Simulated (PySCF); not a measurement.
# ZnF: from the state search to spectroscopic constants

One job finds the state of ZnF, follows it along the bond with each method and fits the curves.

Program: PySCF 2.14.0. Level of theory: Zn def2-TZVPPD, F def2-TZVPPD, no relativity. These are calculated values, not measurements.

### 1 Input

A driver script around PySCF takes these settings:

| Property | Result |
| --- | --- |
| atoms | Zn, F |
| charge | 0 |
| basis | Zn def2-TZVPPD, F def2-TZVPPD |
| Hamiltonian | no relativity |
| basis functions | 107 |
| electrons treated | 39 |
| masses in u | 63.9291, 18.9984 |
| levels | PBE0, PBE, r²SCAN, PW91, MN15, r²SCANh, revPBE, TPSS, LC-ωPBE, HF, MP2, SCS-MP2 |
| grid | 80 radial by 434 angular points |
| occupations | held fixed by the projection of orbital angular momentum |
| dissociation limit | Zn + F, each in its ground configuration |
| starting distance in angstrom | 1.805 |
| values of 2S to try | 1, 3 |

Run with:

```bash
$ OMP_NUM_THREADS=2 python dia.py task.json out
```

Further steps of the session: PBE0 along the bond; Excited determinants; PBE (GGA); r²SCAN; PW91 (GGA); MN15 (hybrid meta-GGA); r²SCANh (hybrid meta-GGA); revPBE; TPSS (meta-GGA); LC-ωPBE (range-separated hybrid); UHF (mean field).

What does the calculation give? Wanted: for each run, Re; ωe; De; μ.

**Answer**, as computed:

Lowest PBE0 solution found, without spin–orbit coupling: ²Σ⁺ (doublet), unpaired electrons σ ↑. The other levels ran on it alone.

```
      level  Re (Å)  ωe (cm⁻¹)  De (eV)  μ (D)
        UHF   1.784        630     2.14  -3.34
    UHF-MP2   1.780        609     3.42    n/a
UHF-SCS-MP2   1.786        605     3.17    n/a
        PBE   1.809        559     3.20  -2.92
     revPBE   1.822        545     3.00  -2.96
       PW91   1.806        562     3.23  -2.93
       TPSS   1.800        574     3.18  -2.90
     r²SCAN   1.781        604     3.27  -2.90
    r²SCANh   1.778        612     3.18  -2.99
       PBE0   1.788        597     3.03  -3.09
       MN15   1.783        612     3.06  -3.09
    LC-ωPBE   1.777        618     3.45  -3.03
```

De is counted to Zn + F in their ground configurations. A positive dipole means Zn(−)F(+).

In words: Bond lengths run from 1.777 Å (LC-ωPBE) to 1.822 Å (revPBE). Of the levels with a De here, UHF gives the least (2.14 eV) and LC-ωPBE the most (3.45 eV).

Correlated steps freeze 6 core orbitals.
